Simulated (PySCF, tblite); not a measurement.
**C₅H₁₁N₂ radical: geometry, infrared bands and EPR parameters**

Aim: predict the infrared bands and EPR parameters of C₅H₁₁N₂ radical (`[CH2]C[C@@H](N)/C=N/C`).

The runs use tblite 0.8.0 and PySCF 2.14.0, with density-fitted response routines of our own; the level of theory stands in each step. All values are computed, except where a source is named. Atoms count from 0, in the outputs and in this text.

## Step 1: The molecule as given

18 atoms, charge 0, multiplicity 2; geometry from: force field or distance geometry start.

Bonds of the start (Å): C0–C1 1.48, C1–C2 1.54, C2–N3 1.49, C2–C4 1.52, C4–N5 1.30, N5–C6 1.47, C0–H7 1.08, C0–H8 1.09, C1–H9 1.09, C1–H10 1.11, C2–H11 1.10, N3–H12 1.01, N3–H13 1.03, C4–H14 1.10, C6–H15 1.10, C6–H16 1.09, C6–H17 1.10.

## Step 2: Geometry optimisation with GFN2-xTB

What the job is given:

```
{"job": {"kind": "relax", "xc": "GFN2-xTB", "basis": "xTB"}, "charge": 0, "multiplicity": 2}
C     -2.765400     0.927900     0.715400
C     -1.285500     0.845400     0.686100
C     -0.734800    -0.445600     0.040400
N     -1.051500    -0.491300    -1.414200
C      0.765100    -0.500600     0.249600
N      1.590300    -0.325600    -0.736700
C      2.993600    -0.407300    -0.321100
H     -3.345100     0.544900    -0.111700
H     -3.265000     1.567100     1.437700
H     -0.885000     1.724900     0.189900
H     -0.924500     0.893200     1.729600
H     -1.176300    -1.326700     0.529300
H     -0.556300     0.280700    -1.836300
H     -0.567700    -1.317400    -1.791600
H      1.104700    -0.671700     1.280200
H      3.249000     0.407400     0.376900
H      3.635800    -0.322200    -1.196300
H      3.209900    -1.376900     0.161000
```

The run is started by

```bash
$ OMP_NUM_THREADS=1 python probes_run.py task.json out
```

The driver reads the jobs from task.json and runs them one after another.

**Question.** This job is followed by: GFN2-xTB harmonic vibrations, gas phase; UKS B3LYP, pcH-1 on C H N, non-relativistic, mean-field spin-orbit, GIAO. Predict these results of the whole session: strongest single infrared mode (GFN2-xTB); zero-point energy (GFN2-xTB); g(iso) (B3LYP); ⟨S²⟩; largest a(iso) (averaged by class); surface potential, 1st and 99th percentile.

**Answer**, as computed:

| quantity | value |
| --- | --- |
| strongest single infrared mode (GFN2-xTB) | 2802 cm⁻¹, 124 km/mol |
| zero-point energy (GFN2-xTB) | 95.1 kcal/mol |
| g(iso) (B3LYP) | 2.00261 |
| ⟨S²⟩ | 0.754 (exact 0.75) |
| largest a(iso) (averaged by class) | 13C on C0, 101.0 MHz |
| surface potential, 1st and 99th percentile | -1.76 V and 1.01 V |

Over 137 steps the energy fell by 0.323 eV; of the close pairs, C2–N3 changed most, 1.489 to 1.445 Å. All 48 modes are real, so the xTB geometry is a minimum. The strongest single mode, at 2802 cm⁻¹, moves mainly H14. GFN2-xTB is a fitted tight-binding method: band positions and strengths are rough. Its intensities can rank the bands wrongly. C0 carries the largest spin population, 1.07 e. The isotropic g lies 0.3 ppt above the free-electron value.
